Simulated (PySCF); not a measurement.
# H4N2Pb (Pb(NH2)22+): the cost of one run

The runs use PySCF 2.14.0; PBE, Pb def2-SVP with ECP60, N def2-SVP, H def2-SVP; scalar-relativistic core potentials, no spin–orbit coupling.

1 further run of the same task is left out (for a known fault of the program).

## Step 1: Where the work starts

7 atoms, charge 2, spin multiplicity 1.

Bond lengths: Pb1–N2 2.016 Å, Pb1–N5 2.016 Å, N2–H3 1.018 Å, N2–H4 1.018 Å, N5–H6 1.018 Å, N5–H7 1.018 Å. Angles: N2–Pb1–N5 131.8°, Pb1–N2–H3 125.4°, Pb1–N2–H4 125.4°, H3–N2–H4 109.2°, Pb1–N5–H6 125.4°, Pb1–N5–H7 125.4°, H6–N5–H7 109.2°.

Coordinates:

```xyz
7
charge 2, multiplicity 1
Pb    0.00000    0.00000    0.00000
N     1.84010    0.00000    0.82350
H     2.37870   -0.83000    1.06450
H     2.37870    0.83000    1.06450
N    -1.84010    0.00000    0.82350
H    -2.37870    0.83000    1.06450
H    -2.37870   -0.83000    1.06450
```

Formal oxidation states: Pb +4.

## Step 2: SCF at the start, singlet

File run.py (the lines that set the calculation):

```python
mol = gto.M(atom='''
Pb     0.00000     0.00000     0.00000
N      1.84010     0.00000     0.82350
H      2.37870    -0.83000     1.06450
H      2.37870     0.83000     1.06450
N     -1.84010     0.00000     0.82350
H     -2.37870     0.83000     1.06450
H     -2.37870    -0.83000     1.06450''',
    basis={'Pb': 'def2-SVP', 'N': 'def2-SVP', 'H': 'def2-SVP'},
    ecp={'Pb': 'def2-SVP'},
    charge=2, spin=0)
mf = dft.RKS(mol, xc='PBE')
mf.grids.atom_grid = (50, 194)
mf = mf.density_fit()  # fitting sets: Pb def2-universal-JKFIT, N def2-universal-JKFIT, H def2-universal-JKFIT
mf.conv_tol = 1e-08; mf.max_cycle = 55
mf.kernel(dm0)  # dm0: free metal ions and neutral atoms
```

Launch:

```sh
$ OMP_NUM_THREADS=2 python run.py
```

Q: Estimate wall time and peak memory on 2 threads of Arm Neoverse V1, shared host.

About 6.6 s, with a peak of 0.4 GiB.
